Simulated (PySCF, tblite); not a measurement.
# C₃H₈O₄SSi: geometry, infrared bands, NMR shifts and electronic excitations, part 2 of 2

tblite 0.8.0 and PySCF 2.14.0. Atoms count from 0.

## Step 7: Shielding tensors: CAM-B3LYP/pcSseg-1

Job settings and geometry (Å):

```
{"job": {"kind": "nmr", "xc": "CAM-B3LYP", "basis": "pcSseg-1", "pop": false}, "charge": 0, "multiplicity": 1}
C     -2.418134    -0.668776     0.675254
S     -1.650234     0.347614    -0.567335
O     -2.626578     1.319044    -1.042055
O     -0.936736    -0.522964    -1.496943
C     -0.384994     1.277515     0.343457
C      0.751219     0.357076     0.690356
O      0.677288    -0.497239     1.541488
O      1.822508     0.537526    -0.063975
Si     3.094762    -0.623471     0.057427
H     -1.640444    -1.241877     1.195520
H     -2.980479    -0.023675     1.361716
H     -3.098672    -1.328129     0.119877
H     -0.851925     1.708444     1.238991
H     -0.088965     2.066079    -0.360042
H      2.558141    -1.969473    -0.264556
H      3.696712    -0.569044     1.414852
H      4.059963    -0.157202    -0.968997
```

Method: GIAO CAM-B3LYP/pcSseg-1 NMR shielding, non-relativistic, gas phase.

The log of the run:

```text
coarse grid: 15816 points
cycle   1  E = -1106.9332063014  dE =  2.121e+00  |g| = 1.557e+00  |ddm| = 3.859e+00
cycle   2  E = -1106.2799070412  dE =  6.533e-01  |g| = 2.514e+00  |ddm| = 2.976e+00
cycle   3  E = -1107.3725063664  dE = -1.093e+00  |g| = 1.908e-01  |ddm| = 1.944e+00
cycle   4  E = -1107.3776269611  dE = -5.121e-03  |g| = 1.109e-01  |ddm| = 1.883e-01
cycle   5  E = -1107.3795779712  dE = -1.951e-03  |g| = 2.943e-02  |ddm| = 7.084e-02
cycle   6  E = -1107.3797371721  dE = -1.592e-04  |g| = 8.933e-03  |ddm| = 2.338e-02
cycle   7  E = -1107.3797504040  dE = -1.323e-05  |g| = 2.779e-03  |ddm| = 7.586e-03
cycle   8  E = -1107.3797520653  dE = -1.661e-06  |g| = 8.429e-04  |ddm| = 2.482e-03
final grid: 145104 points
cycle   9  E = -1107.4869944484  dE = -2.010e-05  |g| = 4.357e-03  |ddm| = 1.138e-02
cycle  10  E = -1107.4869920519  dE =  2.396e-06  |g| = 5.749e-03  |ddm| = 6.130e-03
cycle  11  E = -1107.4869980727  dE = -6.021e-06  |g| = 7.355e-04  |ddm| = 3.773e-03
cycle  12  E = -1107.4869981612  dE = -8.854e-08  |g| = 1.955e-04  |ddm| = 5.318e-04
cycle  13  E = -1107.4869981670  dE = -5.736e-09  |g| = 1.049e-04  |ddm| = 1.873e-04
cycle  14  E = -1107.4869981690  dE = -2.000e-09  |g| = 2.521e-05  |ddm| = 7.768e-05
cycle  15  E = -1107.4869981691  dE = -1.214e-10  |g| = 8.426e-06  |ddm| = 2.586e-05
converged SCF energy = -1107.4869981691

GIAO shielding tensors (ppm)
atom      isotropic    diamagn.    paramagn.     s11        s22        s33       span
  0 C      137.358     256.343    -118.985    106.428    122.830    182.817     76.389
  1 S      177.051    1053.000    -875.949      9.006    163.546    358.600    349.594
  2 O       98.860     396.830    -297.970     55.528     74.860    166.193    110.665
  3 O      105.832     406.756    -300.923     58.675     83.545    175.277    116.603
  4 C      116.445     258.146    -141.702     92.172    111.628    145.534     53.363
  5 C        5.664     255.084    -249.420    -93.788     34.652     76.128    169.917
  6 O     -118.414     406.150    -524.563   -373.958   -254.763    273.480    647.438
  7 O      121.529     401.695    -280.166    -29.153    190.754    202.987    232.140
  8 Si     374.396     878.506    -504.109    338.931    346.256    438.003     99.071
  9 H       27.550      32.886      -5.337     23.219     28.142     31.287      8.068
 10 H       29.004      28.986       0.018     26.048     26.813     34.151      8.104
 11 H       28.546      27.365       1.181     26.088     26.544     33.005      6.916
 12 H       27.920      31.793      -3.873     25.721     27.337     30.702      4.981
 13 H       27.600      32.310      -4.710     24.326     28.934     29.540      5.214
 14 H       26.443      29.685      -3.242     23.124     25.645     30.561      7.437
 15 H       26.473      28.055      -1.582     23.330     24.844     31.244      7.914
 16 H       26.789      28.363      -1.574     23.653     25.237     31.476      7.823
```

Run time: 2.1 min. Hardware: 1 thread of Intel Xeon at 2.50GHz, shared host; peak memory 1.2 GiB.

This run: δ C5 176.8, C4 66.0, C0 45.1, S1 310, H14 4.76, H12 3.57 ppm (means over like atoms).

## Step 8: Side by side: NMR shifts

Shifts (ppm) of some atoms, chosen among heavy atoms and hydrogens apart, means over like atoms, with basis size and wall time:

| run | C5 | C4 | H14 | H12 | S1 | O6 | Si8 | functions | time |
| --- | --- | --- | --- | --- | --- | --- | --- | --- | --- |
| PBE0/pcSseg-1 | 172.2 | 64.0 | 4.84 | 3.64 | 301 | 450.6 | -28.3 | 207 | 1.8 min |
| CAM-B3LYP/pcSseg-1 | 176.8 | 66.0 | 4.76 | 3.57 | 310 | 457.0 | -31.0 | 207 | 2.1 min |

## Step 9: Outcome

The summary covers parts 1 to 2.

```
                                                               quantity                                             value
                              strongest single infrared mode (GFN2-xTB)                             1275 cm⁻¹, 985 km/mol
                                           zero-point energy (GFN2-xTB)                                     69.3 kcal/mol
                                                            point group                                                C1
                                   rotational constants (main isotopes)                              2.72, 0.64, 0.62 GHz
                                 13C shifts against TMS (PBE0/pcSseg-1)                             172.2, 64.0, 43.6 ppm
 1H shifts against TMS (PBE0/pcSseg-1, means over atoms taken as alike)                              4.84, 3.64, 2.98 ppm
                                 33S shifts against CS2 (PBE0/pcSseg-1)                                           301 ppm
17O shifts against H2O (PBE0/pcSseg-1, means over atoms taken as alike)                           450.6, 237.2, 215.2 ppm
                                29Si shifts against TMS (PBE0/pcSseg-1)                                         -28.3 ppm
                                   lowest singlet (CAM-B3LYP/def2-SVPD)                       5.66 eV (219 nm), f = 0.002
                               brightest single state of those computed                       state 2, 6.96 eV, f = 0.092
                                                         lowest triplet                                           5.18 eV
                                      vertical ionisation energy (ΔSCF)                                          10.84 eV
                                      vertical electron affinity (ΔSCF)  -0.61 eV (unbound: the value hangs on the basis)
                                               range of the shift of S1                                    301 to 310 ppm
```

**Reading.** Relaxing lowered the energy by 0.326 eV in 112 steps; the close pair that moved most is S1–C4, from 1.773 to 1.842 Å (GFN2-xTB). No mode is imaginary among the 45: a minimum at this level. The strongest single mode, at 1275 cm⁻¹, moves mainly S1, C5 and O3. GFN2-xTB is a fitted tight-binding method: band positions and strengths are rough. Its intensities can rank the bands wrongly. Over 11 steps the energy fell by 0.320 eV; of the close pairs, O7–Si8 changed most, 1.660 to 1.727 Å (PBE0/def2-SVP). At PBE0/pcSseg-1: The largest span, 633 ppm, is at O6, where the paramagnetic term is -521 ppm. The lowest singlet, at 5.66 eV, is HOMO−1→LUMO 0.45, HOMO−2→LUMO 0.34 and is weak; of the 10 states computed, the strongest absorption comes from state 2 at 6.96 eV. The lowest triplet lies 0.47 eV below the lowest singlet (triplets in Tamm-Dancoff, singlets in full TDDFT). The orbital energy would give 10.08 eV for ionisation, ΔSCF gives 10.84 eV. Across the 2 runs the shift of S1 moves most, between 301 (PBE0/pcSseg-1) and 310 ppm (CAM-B3LYP/pcSseg-1).
